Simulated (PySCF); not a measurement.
**TiCl2: a ladder of methods**

How much do the numbers for TiCl2 (triplet) hang on the method? All levels run at one geometry, the PBE0 minimum.

The runs use PySCF 2.14.0; several methods, basis Ti def2-TZVP, Cl def2-TZVP, no relativity, density fitting.

### 1 The system as given

3 atoms, charge 0, spin multiplicity 3.

Bond lengths: Ti1–Cl2 2.236 Å, Ti1–Cl3 2.236 Å. Angles: Cl2–Ti1–Cl3 180.0°.

```xyz
3
charge 0 multiplicity 3
Ti    0.0000    0.0000    0.0000
Cl    0.0000    0.0000    2.2364
Cl    0.0000    0.0000   -2.2364
```

### 2 PBE0

The steps are one call of a driver around PySCF; scf.py gives each level's set-up. Each SCF starts from the density of the minimum. The driver also runs the species with one electron less or more at the same geometry (cation multiplicity 2, anion multiplicity 4); their logs are not shown.

File scf.py:

```python
from pyscf import gto, scf, dft
mol = gto.M(atom='''
Ti     0.000000     0.000000     0.000000
Cl     0.000000    -0.000000     2.236408
Cl     0.000000     0.000000    -2.236408''',
    basis={'Ti': 'def2-TZVP', 'Cl': 'def2-TZVP'},
    charge=0, spin=2)
mf = dft.UKS(mol, xc='PBE0')
mf.grids.atom_grid = (99, 590)
aux = {'Ti': 'def2-universal-JKFIT', 'Cl': 'def2-universal-JKFIT'}
mf = mf.density_fit(auxbasis=aux)
mf.kernel()
```

### 3 HF

Edit scf.py of step 2 so:

```diff
@@ -8,2 +8 @@
-mf = dft.UKS(mol, xc='PBE0')
-mf.grids.atom_grid = (99, 590)
+mf = scf.UHF(mol)
```

### 4 MP2

Edit scf.py of step 3 so:

```diff
@@ -11,0 +12,2 @@
+from pyscf.mp import dfump2
+dfump2.DFUMP2(mf, frozen=15).kernel()  # the driver gives MP2 a fitting basis of its own (RI)
```

### 5 PBE

Edit scf.py of step 4 so:

```diff
@@ -8 +8,2 @@
-mf = scf.UHF(mol)
+mf = dft.UKS(mol, xc='PBE')
+mf.grids.atom_grid = (99, 590)
@@ -12,2 +12,0 @@
-from pyscf.mp import dfump2
-dfump2.DFUMP2(mf, frozen=15).kernel()  # the driver gives MP2 a fitting basis of its own (RI)
```

(Steps that only read results are left out.)

Q: Predict the outcome of this session. Wanted: atomisation energy, range; vertical ionisation energy, range; vertical electron affinity, range; gap, range.

**Answer**, as computed:

| quantity | value |
| --- | --- |
| atomisation energy, range | 702 (HF) to 982 (PBE) kJ/mol |
| vertical ionisation energy, range | 8.02 (PBE) to 8.50 (HF) eV |
| vertical electron affinity, range | 0.07 (HF) to 1.17 (PBE) eV |
| gap, range | 0.49 (PBE) to 10.53 (HF) eV |

The atomisation energy spreads over 281 kJ/mol, from HF to PBE; without a CCSD(T) value for it there is no yardstick here. Without diffuse functions electron affinities tend to come out too low. Other spin states or occupations of the open shell can lie lower.
